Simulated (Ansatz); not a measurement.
**Zn: a two-dimensional strain map**

Aim: for Zn, strain the cell in the xy plane and along z independently.

Computed with Ansatz 0.2.0 (DFT LDA, scalar-relativistic, plane waves, PAW, unless a step's input says otherwise).

1 further run of the same task is left out (it didn't finish).

### Step 1. The system as given

It takes space group P6_3/mmc (No. 194, hexagonal). The conventional cell has a = 2.665 Å, b = 2.665 Å, c = 4.947 Å, α = 90.00°, β = 90.00°, γ = 120.00°. Zn (site symmetry -6m2) has 12 Zn at 2.66 to 2.91 Å as nearest neighbours.

Coordinates:

```cif
data_structure
_symmetry_space_group_name_H-M 'P 1'
_symmetry_Int_Tables_number 1
_cell_length_a 2.6648
_cell_length_b 2.6648
_cell_length_c 4.9467
_cell_angle_alpha 90.000
_cell_angle_beta 90.000
_cell_angle_gamma 120.000
_cell_volume 30.42
loop_
_atom_site_label
_atom_site_type_symbol
_atom_site_fract_x
_atom_site_fract_y
_atom_site_fract_z
_atom_site_occupancy
Zn1 Zn 0.33333 0.66667 0.25000 1
Zn2 Zn 0.66667 0.33333 0.75000 1
```

The cell is taken as given, not relaxed at this level.

### Step 2. Zero of energy

Reference values: F = -6492.4132 eV; pressure -8.85 GPa; largest force 0.000 eV/Å; gap on the mesh none (metal). It was computed beforehand with the settings of the runs below.

### Step 3. The scan: a two-dimensional strain map

The cell is strained by p along both x and y and by q along z, with fractional coordinates fixed.

### Step 4. At p = -0.030, q = -0.030

Input file input.yaml:

```yaml
crystal:
  lattice:
    - [2.5848541116, 0.0, 0.0]
    - [-1.2924270558, 2.2385493257, 0.0]
    - [0.0, 0.0, 4.798299]
  atoms:
    - { symbol: Zn, position: [0.3333333333, 0.6666666667, 0.25] }
    - { symbol: Zn, position: [0.6666666667, 0.3333333333, 0.75] }
basis:
  ecutwfc: 420
kpoints:
  mp_grid: { grid: [21, 21, 10] }
hamiltonian:
  xc: lda
scf:
  occupations: { method: gaussian, width: 0.15 }
output:
  forces: true
  stress: true
  eigenvalues: true
```

Command:

```console
$ ansatz run input.yaml --threads 1 --pin off --max-ram 1228MiB --backend cpu --events-out ev --progress --plain --runs-dir out
```

Output, cut to the lines that bear on the results:

```text
Warning: RAYON_NUM_THREADS=1 ignored (pool sized by the plan → 1); use --threads N
[...]
Pseudopotentials: kind: paw
Pseudopotential: Zn, paw, valence charge 12, recommended cutoff 420 eV (normal), Zn.paw.azcp
Functional definition: SPW92
[...]
Crystal: 2 atoms, lattice volume = 27.765 Å³
Basis set: ecut = 420 eV, 563 PW (Γ)
Bands: 16, of which v1, the nominal top of the filled ones, is band 12 counted from 1 (11 counted from 0)
Symmetry: 24 space group operations
Space group: P63/mmc (ITA 194), of the structure as read, at distance tolerance 3.0e-5 Å
k-points: 288 of 4410
[...]
SCF iter   1: F=—  HF=-6492.511188 eV  |F-HF|=—  |Δ(HF+E_count)|=         —  Δρ=6.15e-3  dr2=3.78e-3  ethr=1.77e-3  ⟨swp⟩=4.9  Hψ=22085  notcnv=0
[...]
SCF iter   6: F=-6492.510504 eV  HF=-6492.510504 eV  |F-HF|=5.79e-10  |Δ(HF+E_count)|=   7.79e-8  Δρ=8.16e-6  dr2=7.63e-9  ethr=4.17e-10  ⟨swp⟩=5.3  Hψ=20853  notcnv=0
[...]
SCF converged after 6 iterations
Free energy (F): -6492.510504 eV
[...]
E sigma→0 (E₀):  -6492.507789 eV
Entropy (-TS):   -0.005429 eV (-2.714 meV/atom)
Fermi energy:    12.140166 eV
[...]
--- Forces (eV/Å), atoms counted from 1 ---
  atom   1  Zn     0.00000000     0.00000000     0.00000000
  atom   2  Zn     0.00000000    -0.00000000     0.00000000
[...]
--- Stress (GPa, compression-positive) ---
       -3.021712       0.000000       0.000000
        0.000000      -3.021712       0.000000
        0.000000       0.000000      -0.491830
  P = ⅓ Tr σ = -2.1784 GPa (-21.784 kbar)
--- Band table (eV; the first three rows and the last of 288) ---
  k-point 0: bands = ["0.9084", "2.9802", "3.8273", "4.0982", "4.0982", "4.1584", "4.1584", "4.5530", "4.5530", "4.8019", "4.8019", "7.9988", "9.0566", "26.3446", "30.1317", "30.4817"]
[...]
```

Wall time 10 s (1 thread of an Arm CPU, shared host); peak memory 0.37 GiB.

### Step 5. At p = -0.030, q = 0.000

Changes to input.yaml since step 4:

```diff
@@ -4,3 +4,3 @@
     - [-1.2924270558, 2.2385493257, 0.0]
-    - [0.0, 0.0, 4.798299]
+    - [0.0, 0.0, 4.9467]
   atoms:
```

Command:

```console
$ ansatz run input.yaml --threads 1 --pin off --max-ram 1228MiB --backend cpu --events-out ev --progress --plain --runs-dir out
```

Output, cut to the lines that bear on the results:

```text
[...]
SCF converged after 6 iterations
Free energy (F): -6492.501109 eV
[...]
E sigma→0 (E₀):  -6492.499177 eV
Entropy (-TS):   -0.003864 eV (-1.932 meV/atom)
Fermi energy:    11.532083 eV
[...]
--- Forces (eV/Å), atoms counted from 1 ---
  atom   1  Zn    -0.00000000     0.00000000     0.00000000
  atom   2  Zn     0.00000000    -0.00000000     0.00000000
[...]
--- Stress (GPa, compression-positive) ---
       -4.398110       0.000000       0.000000
       -0.000000      -4.398110       0.000000
        0.000000       0.000000      -3.241095
  P = ⅓ Tr σ = -4.0124 GPa (-40.124 kbar)
--- Band table (eV; the first three rows and the last of 288) ---
  k-point 0: bands = ["0.6619", "2.5621", "3.3766", "3.6734", "3.6734", "3.7221", "3.7221", "4.1474", "4.1474", "4.3495", "4.3495", "7.5304", "8.1816", "24.5387", "28.5031", "30.2343"]
[...]
```

Wall time 11 s (1 thread of an Arm CPU, shared host); peak memory 0.38 GiB.

### Step 6. At p = -0.030, q = 0.030

Changes to input.yaml since step 5:

```diff
@@ -4,3 +4,3 @@
     - [-1.2924270558, 2.2385493257, 0.0]
-    - [0.0, 0.0, 4.9467]
+    - [0.0, 0.0, 5.095101]
   atoms:
```

Command:

```console
$ ansatz run input.yaml --threads 1 --pin off --max-ram 1228MiB --backend cpu --events-out ev --progress --plain --runs-dir out
```

Output, cut to the lines that bear on the results:

```text
Warning: RAYON_NUM_THREADS=1 ignored (pool sized by the plan → 1); use --threads N
[...]
Pseudopotentials: kind: paw
Pseudopotential: Zn, paw, valence charge 12, recommended cutoff 420 eV (normal), Zn.paw.azcp
Functional definition: SPW92
[...]
Crystal: 2 atoms, lattice volume = 29.482 Å³
Basis set: ecut = 420 eV, 623 PW (Γ)
Bands: 16, of which v1, the nominal top of the filled ones, is band 12 counted from 1 (11 counted from 0)
Symmetry: 24 space group operations
Space group: P63/mmc (ITA 194), of the structure as read, at distance tolerance 3.1e-5 Å
k-points: 288 of 4410
[...]
SCF iter   1: F=—  HF=-6492.477772 eV  |F-HF|=—  |Δ(HF+E_count)|=         —  Δρ=5.92e-3  dr2=3.71e-3  ethr=1.77e-3  ⟨swp⟩=5.0  Hψ=22756  notcnv=0
[...]
SCF iter   6: F=-6492.477201 eV  HF=-6492.477201 eV  |F-HF|=1.36e-10  |Δ(HF+E_count)|=   6.78e-8  Δρ=1.73e-5  dr2=3.52e-8  ethr=4.17e-10  ⟨swp⟩=4.4  Hψ=21149  notcnv=0
[...]
SCF converged after 6 iterations
Free energy (F): -6492.477201 eV
[...]
E sigma→0 (E₀):  -6492.475095 eV
Entropy (-TS):   -0.004213 eV (-2.106 meV/atom)
Fermi energy:    10.988154 eV
[...]
--- Forces (eV/Å), atoms counted from 1 ---
  atom   1  Zn     0.00000000    -0.00000000     0.00000000
  atom   2  Zn     0.00000000     0.00000000    -0.00000000
[...]
--- Stress (GPa, compression-positive) ---
       -5.331623       0.000000       0.000000
        0.000000      -5.331623       0.000000
        0.000000       0.000000      -5.533529
  P = ⅓ Tr σ = -5.3989 GPa (-53.989 kbar)
--- Band table (eV; the first three rows and the last of 288) ---
  k-point 0: bands = ["0.4252", "2.1584", "2.9551", "3.2678", "3.2678", "3.3071", "3.3071", "3.7571", "3.7571", "3.9208", "3.9208", "7.1059", "7.3733", "22.8846", "26.9401", "29.9987"]
[...]
```

Run time: 11 s. Hardware: 1 thread of an Arm CPU, shared host; peak memory 0.38 GiB.

### Step 7. Changed: ecutwfc 36.7 Ry, xc revpbe

Changes to input.yaml since step 6:

```diff
@@ -9,3 +9,3 @@
 basis:
-  ecutwfc: 420
+  ecutwfc: "36.7 Ry"
 kpoints:
@@ -13,3 +13,3 @@
 hamiltonian:
-  xc: lda
+  xc: revpbe
 scf:
@@ -18,3 +18,3 @@
   forces: true
+  eigenvalues: true
   stress: true
-  eigenvalues: true
```

Command:

```console
$ ansatz run input.yaml --threads 1 --pin off --max-ram 1228MiB --backend cpu --events-out ev --progress --plain --runs-dir out
```

Output, cut to the lines that bear on the results:

```text
Warning: RAYON_NUM_THREADS=1 ignored (pool sized by the plan → 1); use --threads N
[...]
Pseudopotentials: kind: paw
Pseudopotential: Zn, paw, valence charge 12, recommended cutoff 420 eV (normal), Zn.paw.azcp
Functional definition: revPBE
[...]
Crystal: 2 atoms, lattice volume = 29.482 Å³
Basis set: ecut = 499.3289376138798 eV, 775 PW (Γ), exchange–correlation on 40×40×80 points (8 copies of the dense FFT grid, shifted against one another)
Bands: 16, of which v1, the nominal top of the filled ones, is band 12 counted from 1 (11 counted from 0)
Symmetry: 24 space group operations
Space group: P63/mmc (ITA 194), of the structure as read, at distance tolerance 3.1e-5 Å
k-points: 288 of 4410
[...]
SCF iter   1: F=—  HF=-6645.737249 eV  |F-HF|=—  |Δ(HF+E_count)|=         —  Δρ=4.37e-3  dr2=2.49e-3  ethr=1.77e-3  ⟨swp⟩=4.9  Hψ=23091  notcnv=0
[...]
SCF iter   6: F=-6645.737038 eV  HF=-6645.737038 eV  |F-HF|=9.00e-10  |Δ(HF+E_count)|=   1.24e-8  Δρ=9.07e-6  dr2=1.14e-8  ethr=4.17e-10  ⟨swp⟩=3.2  Hψ=20802  notcnv=0
[...]
SCF converged after 6 iterations
Free energy (F): -6645.737038 eV
[...]
E sigma→0 (E₀):  -6645.734934 eV
Entropy (-TS):   -0.004209 eV (-2.104 meV/atom)
Fermi energy:    11.509992 eV
[...]
--- Forces (eV/Å), atoms counted from 1 ---
  atom   1  Zn     0.00000000    -0.00000000     0.00000000
  atom   2  Zn     0.00000000     0.00000000    -0.00000000
[...]
--- Stress (GPa, compression-positive) ---
        8.051766      -0.000000       0.000000
       -0.000000       8.051766       0.000000
        0.000000       0.000000       2.751329
  P = ⅓ Tr σ = 6.2850 GPa (62.850 kbar)
--- Band table (eV; the first three rows and the last of 288) ---
  k-point 0: bands = ["0.9531", "2.7329", "3.5312", "3.8468", "3.8468", "3.8861", "3.8861", "4.3282", "4.3282", "4.4898", "4.4898", "7.5661", "7.9688", "23.4993", "27.3719", "30.7224"]
[...]
```

Run time: 15 s. Hardware: 1 thread of an Arm CPU, shared host; peak memory 0.41 GiB.

| run | ending | energy change | pressure (GPa) | gap (eV) | force (eV/Å) | cycles | time |
| --- | --- | --- | --- | --- | --- | --- | --- |
| step 6 | converged | - | -5.4 | 0.00 | 0.00 | 6 | 11 s |
| variant | converged | not comparable | 6.3 | 0.00 | 0.00 | 6 | 15 s |

Total energies don't compare across a change of functional; the pressure goes from -5.4 to 6.3 GPa. The cutoff changed too.

### Step 8. p = 0.000, q = -0.030

Changes to input.yaml since step 6:

```diff
@@ -2,5 +2,5 @@
   lattice:
-    - [2.5848541116, 0.0, 0.0]
-    - [-1.2924270558, 2.2385493257, 0.0]
-    - [0.0, 0.0, 5.095101]
+    - [2.6647980532, 0.0, 0.0]
+    - [-1.3323990266, 2.30778281, 0.0]
+    - [0.0, 0.0, 4.798299]
   atoms:
```

Command:

```console
$ ansatz run input.yaml --threads 1 --pin off --max-ram 1228MiB --backend cpu --events-out ev --progress --plain --runs-dir out
```

Output, cut to the lines that bear on the results:

```text
Warning: RAYON_NUM_THREADS=1 ignored (pool sized by the plan → 1); use --threads N
[...]
Pseudopotentials: kind: paw
Pseudopotential: Zn, paw, valence charge 12, recommended cutoff 420 eV (normal), Zn.paw.azcp
Functional definition: SPW92
[...]
Crystal: 2 atoms, lattice volume = 29.508 Å³
Basis set: ecut = 420 eV, 575 PW (Γ)
Bands: 16, of which v1, the nominal top of the filled ones, is band 12 counted from 1 (11 counted from 0)
Symmetry: 24 space group operations
Space group: P63/mmc (ITA 194), of the structure as read, at distance tolerance 3.1e-5 Å
k-points: 288 of 4410
[...]
SCF iter   1: F=—  HF=-6492.445110 eV  |F-HF|=—  |Δ(HF+E_count)|=         —  Δρ=5.67e-3  dr2=3.29e-3  ethr=1.77e-3  ⟨swp⟩=5.0  Hψ=22257  notcnv=0
[...]
SCF iter   6: F=-6492.444552 eV  HF=-6492.444552 eV  |F-HF|=2.52e-10  |Δ(HF+E_count)|=   7.91e-8  Δρ=7.97e-6  dr2=9.09e-9  ethr=4.17e-10  ⟨swp⟩=5.6  Hψ=21294  notcnv=0
[...]
SCF converged after 6 iterations
Free energy (F): -6492.444552 eV
[...]
E sigma→0 (E₀):  -6492.441217 eV
Entropy (-TS):   -0.006670 eV (-3.335 meV/atom)
Fermi energy:    11.200530 eV
[...]
--- Forces (eV/Å), atoms counted from 1 ---
  atom   1  Zn     0.00000000     0.00000000     0.00000000
  atom   2  Zn     0.00000000    -0.00000000     0.00000000
[...]
--- Stress (GPa, compression-positive) ---
       -8.477052       0.000000       0.000000
        0.000000      -8.477052       0.000000
        0.000000       0.000000      -5.486846
  P = ⅓ Tr σ = -7.4803 GPa (-74.803 kbar)
--- Band table (eV; the first three rows and the last of 288) ---
  k-point 0: bands = ["0.4567", "2.3839", "3.1190", "3.3205", "3.3205", "3.3817", "3.3817", "3.6822", "3.6822", "3.9395", "3.9395", "7.5003", "8.3929", "25.8814", "28.0637", "28.0637"]
[...]
```

It took 11 s on 1 thread of an Arm CPU, shared host; peak memory 0.38 GiB.

### Step 9. p = 0.000, q = 0.030

Changes to input.yaml since step 8:

```diff
@@ -4,3 +4,3 @@
     - [-1.3323990266, 2.30778281, 0.0]
-    - [0.0, 0.0, 4.798299]
+    - [0.0, 0.0, 5.095101]
   atoms:
```

Command:

```console
$ ansatz run input.yaml --threads 1 --pin off --max-ram 1228MiB --backend cpu --events-out ev --progress --plain --runs-dir out
```

Output, cut to the lines that bear on the results:

```text
Warning: RAYON_NUM_THREADS=1 ignored (pool sized by the plan → 1); use --threads N
[...]
Pseudopotentials: kind: paw
Pseudopotential: Zn, paw, valence charge 12, recommended cutoff 420 eV (normal), Zn.paw.azcp
Functional definition: SPW92
[...]
Crystal: 2 atoms, lattice volume = 31.334 Å³
Basis set: ecut = 420 eV, 647 PW (Γ)
Bands: 16, of which v1, the nominal top of the filled ones, is band 12 counted from 1 (11 counted from 0)
Symmetry: 24 space group operations
Space group: P63/mmc (ITA 194), of the structure as read, at distance tolerance 3.2e-5 Å
k-points: 288 of 4410
[...]
SCF iter   1: F=—  HF=-6492.378585 eV  |F-HF|=—  |Δ(HF+E_count)|=         —  Δρ=5.36e-3  dr2=3.20e-3  ethr=1.77e-3  ⟨swp⟩=4.9  Hψ=22649  notcnv=0
[...]
SCF iter   6: F=-6492.377795 eV  HF=-6492.377795 eV  |F-HF|=1.07e-8  |Δ(HF+E_count)|=   2.28e-7  Δρ=1.06e-5  dr2=1.93e-8  ethr=4.17e-10  ⟨swp⟩=5.6  Hψ=21024  notcnv=0
[...]
SCF converged after 6 iterations
Free energy (F): -6492.377795 eV
[...]
E sigma→0 (E₀):  -6492.375591 eV
Entropy (-TS):   -0.004407 eV (-2.203 meV/atom)
Fermi energy:    10.182187 eV
[...]
--- Forces (eV/Å), atoms counted from 1 ---
  atom   1  Zn    -0.00000000    -0.00000000     0.00000000
  atom   2  Zn    -0.00000000     0.00000000    -0.00000000
[...]
--- Stress (GPa, compression-positive) ---
      -11.353980      -0.000000       0.000000
       -0.000000     -11.353980       0.000000
        0.000000       0.000000      -6.974733
  P = ⅓ Tr σ = -9.8942 GPa (-98.942 kbar)
--- Band table (eV; the first three rows and the last of 288) ---
  k-point 0: bands = ["0.0132", "1.6189", "2.2883", "2.5359", "2.5359", "2.5764", "2.5764", "2.9337", "2.9337", "3.1051", "3.1051", "6.6331", "6.7583", "22.4537", "26.2733", "27.6111"]
[...]
```

Run time: 12 s. Hardware: 1 thread of an Arm CPU, shared host; peak memory 0.38 GiB.

### Step 10. p = 0.030, q = -0.030

Changes to input.yaml since step 9:

```diff
@@ -2,5 +2,5 @@
   lattice:
-    - [2.6647980532, 0.0, 0.0]
-    - [-1.3323990266, 2.30778281, 0.0]
-    - [0.0, 0.0, 5.095101]
+    - [2.7447419948, 0.0, 0.0]
+    - [-1.3723709974, 2.3770162943, 0.0]
+    - [0.0, 0.0, 4.798299]
   atoms:
```

Command:

```console
$ ansatz run input.yaml --threads 1 --pin off --max-ram 1228MiB --backend cpu --events-out ev --progress --plain --runs-dir out
```

Output, cut to the lines that bear on the results:

```text
[...]
SCF converged after 6 iterations
Free energy (F): -6492.330566 eV
[...]
E sigma→0 (E₀):  -6492.327307 eV
Entropy (-TS):   -0.006518 eV (-3.259 meV/atom)
Fermi energy:    10.271644 eV
[...]
--- Forces (eV/Å), atoms counted from 1 ---
  atom   1  Zn     0.00000000     0.00000000     0.00000000
  atom   2  Zn     0.00000000    -0.00000000     0.00000000
[...]
--- Stress (GPa, compression-positive) ---
      -11.689894       0.000000       0.000000
       -0.000000     -11.689894       0.000000
        0.000000       0.000000      -8.614074
  P = ⅓ Tr σ = -10.6646 GPa (-106.646 kbar)
--- Band table (eV; the first three rows and the last of 288) ---
  k-point 0: bands = ["0.0491", "1.8164", "2.4592", "2.6017", "2.6017", "2.6634", "2.6634", "2.8870", "2.8870", "3.1506", "3.1506", "7.0501", "7.8065", "25.4423", "25.8678", "25.8678"]
[...]
```

Run time: 11 s. Hardware: 1 thread of an Arm CPU, shared host; peak memory 0.38 GiB.

### Step 11. At p = 0.030, q = 0.000

Changes to input.yaml since step 10:

```diff
@@ -4,3 +4,3 @@
     - [-1.3723709974, 2.3770162943, 0.0]
-    - [0.0, 0.0, 4.798299]
+    - [0.0, 0.0, 4.9467]
   atoms:
```

Command:

```console
$ ansatz run input.yaml --threads 1 --pin off --max-ram 1228MiB --backend cpu --events-out ev --progress --plain --runs-dir out
```

Output, cut to the lines that bear on the results:

```text
[...]
SCF converged after 6 iterations
Free energy (F): -6492.276048 eV
[...]
E sigma→0 (E₀):  -6492.272291 eV
Entropy (-TS):   -0.007514 eV (-3.757 meV/atom)
Fermi energy:    9.850010 eV
[...]
--- Forces (eV/Å), atoms counted from 1 ---
  atom   1  Zn     0.00000000    -0.00000000     0.00000000
  atom   2  Zn     0.00000000     0.00000000     0.00000000
[...]
--- Stress (GPa, compression-positive) ---
      -12.839192       0.000000       0.000000
       -0.000000     -12.839192       0.000000
        0.000000       0.000000      -9.071201
  P = ⅓ Tr σ = -11.5832 GPa (-115.832 kbar)
--- Band table (eV; the first three rows and the last of 288) ---
  k-point 0: bands = ["-0.1592", "1.4544", "2.0526", "2.2239", "2.2239", "2.2745", "2.2745", "2.5297", "2.5297", "2.7466", "2.7466", "6.6073", "6.9805", "23.6701", "25.6514", "25.6514"]
[...]
```

Wall time 13 s (1 thread of an Arm CPU, shared host); peak memory 0.39 GiB.

### Step 12. The scan collected

Energy above the undisturbed cell in meV/atom; points alike by symmetry are filled in, and a dash was not computed:

```
 p \ q  -0.030  -0.015  0.000  0.015  0.030
-0.030   -48.7       –  -44.0      –  -32.0
-0.015       –       –      –      –      –
 0.000   -15.7       –    0.0      –   17.7
 0.015       –       –      –      –      –
 0.030    41.3       –   68.6      –      –
```

Pressure in GPa:

```
 p \ q  -0.030  -0.015  0.000  0.015  0.030
-0.030    -2.2       –   -4.0      –   -5.4
-0.015       –       –      –      –      –
 0.000    -7.5       –   -8.9      –   -9.9
 0.015       –       –      –      –      –
 0.030   -10.7       –  -11.6      –      –
```

### Step 13. What came out

| quantity | value |
| --- | --- |
| highest point | 68.6 meV/atom at (p, q) = (0.030, 0.000) |
| lowest point away from the origin | -48.7 meV/atom at (-0.030, -0.030) |
| step 7, run with ecutwfc 36.7 Ry, xc revpbe (against step 6) | converged; the pressure goes from -5.4 to 6.3 GPa |

In words: Of the points run, the lowest is (-0.030, -0.030), 48.7 meV/atom below the undisturbed cell, which was taken as given and not relaxed at this level.
